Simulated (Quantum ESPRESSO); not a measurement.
# BiTe (R-3m) in Quantum ESPRESSO: a series of runs, part 2 of 2

Quantum ESPRESSO 7.5. The steps go on from the part before.

## 3. Single point, r2SCAN, 31.70 Å³/atom

Contents of pw.in:

```
&CONTROL
  calculation = 'scf'
  prefix = 'pwscf'
  outdir = './tmp'
  pseudo_dir = './pseudo'
  tprnfor = .true.
  tstress = .true.
  disk_io = 'nowf'
/
&SYSTEM
  ibrav = 0
  nat = 2
  ntyp = 2
  ecutwfc = 70
  nbnd = 23
  input_dft = 'r2scan'
  occupations = 'smearing'
  smearing = 'fd'
  degauss = 0.00367493
  nosym = .true.
  nr1 = 48
  nr2 = 48
  nr3 = 48
/
&ELECTRONS
  conv_thr = 1d-08
  electron_maxstep = 120
  mixing_beta = 0.5
/
ATOMIC_SPECIES
Bi   208.9804 Bi_ONCV_PBE-1.2.upf
Te   127.6000 Te_ONCV_PBE-1.2.upf
CELL_PARAMETERS angstrom
   2.3732508797    1.3701970343    3.2495731172
  -2.3732508797    1.3701970343    3.2495731172
   0.0000000000   -2.7403940685    3.2495731172
ATOMIC_POSITIONS crystal
Bi     0.5000000000    0.5000000000    0.5000000000
Te     0.0000000000    0.0000000000    0.0000000000
K_POINTS automatic
5 5 5 0 0 0
```

Potentials or basis: SG15 PBE 1.2.

On the command line:

```sh
$ OMP_NUM_THREADS=1 mpirun -n 2 pw.x -nk 2 -in pw.in > pw.out
```

Run time: 2.8 min. Hardware: 2 MPI ranks of Arm Neoverse V2, shared host; peak memory 0.3 GiB.

The run converged. Its results:

- Free energy: -4206.5835 eV
- Pressure: 1.5 GPa
- Band gap on the k mesh: none (metal or under the smearing width)

Caveat: the k mesh is coarse; the potentials were made for another functional, which shifts forces and pressure; spin-orbit coupling is left out, which moves the levels of the heavy elements.

## 4. Single point, r2SCAN, 32.38 Å³/atom

pw.in, as its differences from that of step 3:

```diff
@@ -33,5 +33,5 @@
 CELL_PARAMETERS angstrom
-   2.3732508797    1.3701970343    3.2495731172
-  -2.3732508797    1.3701970343    3.2495731172
-   0.0000000000   -2.7403940685    3.2495731172
+   2.3899644647    1.3798466271    3.2724581889
+  -2.3899644647    1.3798466271    3.2724581889
+   0.0000000000   -2.7596932542    3.2724581889
 ATOMIC_POSITIONS crystal
```

On the command line:

```sh
$ OMP_NUM_THREADS=1 mpirun -n 2 pw.x -nk 2 -in pw.in > pw.out
```

Run time: 2.9 min. Hardware: 2 MPI ranks of Arm Neoverse V2, shared host; peak memory 0.3 GiB.

Results (log left out):

```
Free energy            : -4206.5909 eV
Pressure               : 0.3 GPa
Band gap on the k mesh : none (metal or under the smearing width)
```

Caveat: the k mesh is coarse; the potentials were made for another functional, which shifts forces and pressure; spin-orbit coupling is left out, which moves the levels of the heavy elements.

## 5. Single point, r2SCAN, 33.05 Å³/atom

pw.in, as its differences from that of step 4:

```diff
@@ -33,5 +33,5 @@
 CELL_PARAMETERS angstrom
-   2.3899644647    1.3798466271    3.2724581889
-  -2.3899644647    1.3798466271    3.2724581889
-   0.0000000000   -2.7596932542    3.2724581889
+   2.4064474992    1.3893631114    3.2950275793
+  -2.4064474992    1.3893631114    3.2950275793
+   0.0000000000   -2.7787262229    3.2950275793
 ATOMIC_POSITIONS crystal
```

On the command line:

```sh
$ OMP_NUM_THREADS=1 mpirun -n 2 pw.x -nk 2 -in pw.in > pw.out
```

Wall time 2.8 min (2 MPI ranks of Arm Neoverse V2, shared host); peak memory 0.3 GiB.

The run converged. Its results:

```yaml
Free_energy: -4206.5887 eV
Pressure: -0.8 GPa
Band_gap_on_the_k_mesh: none (metal or under the smearing width)
```

Caveat: the k mesh is coarse; the potentials were made for another functional, which shifts forces and pressure; spin-orbit coupling is left out, which moves the levels of the heavy elements.

## 6. Single point, r2SCAN, 33.72 Å³/atom

pw.in, as its differences from that of step 5:

```diff
@@ -33,5 +33,5 @@
 CELL_PARAMETERS angstrom
-   2.4064474992    1.3893631114    3.2950275793
-  -2.4064474992    1.3893631114    3.2950275793
-   0.0000000000   -2.7787262229    3.2950275793
+   2.4227077728    1.3987509848    3.3172919545
+  -2.4227077728    1.3987509848    3.3172919545
+   0.0000000000   -2.7975019696    3.3172919545
 ATOMIC_POSITIONS crystal
```

Potentials or basis: SG15 PBE 1.2.

On the command line:

```sh
$ OMP_NUM_THREADS=1 mpirun -n 2 pw.x -nk 2 -in pw.in > pw.out
```

It took 2.9 min on 2 MPI ranks of Arm Neoverse V2, shared host; peak memory 0.3 GiB.

The run converged. Its results:

| Quantity | Value |
| --- | --- |
| Free energy | -4206.5777 eV |
| Pressure | -1.8 GPa |
| Band gap on the k mesh | none (metal or under the smearing width) |

Caveat: the k mesh is coarse; the potentials were made for another functional, which shifts forces and pressure; spin-orbit coupling is left out, which moves the levels of the heavy elements.

## 7. Single point, r2SCAN, 34.40 Å³/atom

pw.in, as its differences from that of step 6:

```diff
@@ -33,5 +33,5 @@
 CELL_PARAMETERS angstrom
-   2.4227077728    1.3987509848    3.3172919545
-  -2.4227077728    1.3987509848    3.3172919545
-   0.0000000000   -2.7975019696    3.3172919545
+   2.4387526627    1.4080145063    3.3392614156
+  -2.4387526627    1.4080145063    3.3392614156
+   0.0000000000   -2.8160290126    3.3392614156
 ATOMIC_POSITIONS crystal
```

On the command line:

```sh
$ OMP_NUM_THREADS=1 mpirun -n 2 pw.x -nk 2 -in pw.in > pw.out
```

Wall time 2.8 min (2 MPI ranks of Arm Neoverse V2, shared host); peak memory 0.3 GiB.

The run converged. Its results:

```
Free energy            : -4206.5589 eV
Pressure               : -2.7 GPa
Band gap on the k mesh : none (metal or under the smearing width)
```

Caveat: the k mesh is coarse; the potentials were made for another functional, which shifts forces and pressure; spin-orbit coupling is left out, which moves the levels of the heavy elements.

## 8. Single point, r2SCAN, 35.07 Å³/atom

pw.in, as its differences from that of step 7:

```diff
@@ -33,5 +33,5 @@
 CELL_PARAMETERS angstrom
-   2.4387526627    1.4080145063    3.3392614156
-  -2.4387526627    1.4080145063    3.3392614156
-   0.0000000000   -2.8160290126    3.3392614156
+   2.4545891627    1.4171577139    3.3609455389
+  -2.4545891627    1.4171577139    3.3609455389
+   0.0000000000   -2.8343154277    3.3609455389
 ATOMIC_POSITIONS crystal
```

On the command line:

```sh
$ OMP_NUM_THREADS=1 mpirun -n 2 pw.x -nk 2 -in pw.in > pw.out
```

It took 2.9 min on 2 MPI ranks of Arm Neoverse V2, shared host; peak memory 0.3 GiB.

The run converged. Its results:

```
Free energy            : -4206.5333 eV
Pressure               : -3.4 GPa
Band gap on the k mesh : none (metal or under the smearing width)
```

Caveat: the k mesh is coarse; the potentials were made for another functional, which shifts forces and pressure; spin-orbit coupling is left out, which moves the levels of the heavy elements.

## 9. Single point, r2SCAN, 35.75 Å³/atom

pw.in, as its differences from that of step 8:

```diff
@@ -33,5 +33,5 @@
 CELL_PARAMETERS angstrom
-   2.4545891627    1.4171577139    3.3609455389
-  -2.4545891627    1.4171577139    3.3609455389
-   0.0000000000   -2.8343154277    3.3609455389
+   2.4702239101    1.4261844395    3.3823534125
+  -2.4702239101    1.4261844395    3.3823534125
+   0.0000000000   -2.8523688790    3.3823534125
 ATOMIC_POSITIONS crystal
```

Potentials or basis: SG15 PBE 1.2.

On the command line:

```sh
$ OMP_NUM_THREADS=1 mpirun -n 2 pw.x -nk 2 -in pw.in > pw.out
```

It took 2.9 min on 2 MPI ranks of Arm Neoverse V2, shared host; peak memory 0.32 GiB.

The run converged. Its results:

- Free energy: -4206.5016 eV
- Pressure: -4.1 GPa
- Band gap on the k mesh: none (metal or under the smearing width)

Caveat: the k mesh is coarse; the potentials were made for another functional, which shifts forces and pressure; spin-orbit coupling is left out, which moves the levels of the heavy elements.

## 10. Equation of state, r2SCAN

No new run: the results of the series are fitted here.

What came out:

```yaml
Equilibrium_volume: 32.54 Å³/atom
Bulk_modulus_at_fixed_shape_and_positions: 54 GPa
Pressure_derivative_of_the_bulk_modulus: 4.7
```

Energy against volume, from the lowest point:
| volume (Å³/atom) | energy (meV/atom) |
| --- | --- |
| 31.701 | 3.74 |
| 32.376 | 0.00 |
| 33.050 | 1.14 |
| 33.725 | 6.64 |
| 34.399 | 16.00 |
| 35.074 | 28.81 |
| 35.748 | 44.67 |

Caveat: the potentials were made for another functional, which shifts forces and pressure; the cell was scaled at fixed shape and fractional positions, which overstates the stiffness of a crystal with free parameters, most of all of layers and chains; spin-orbit coupling is left out, which moves the levels of the heavy elements.
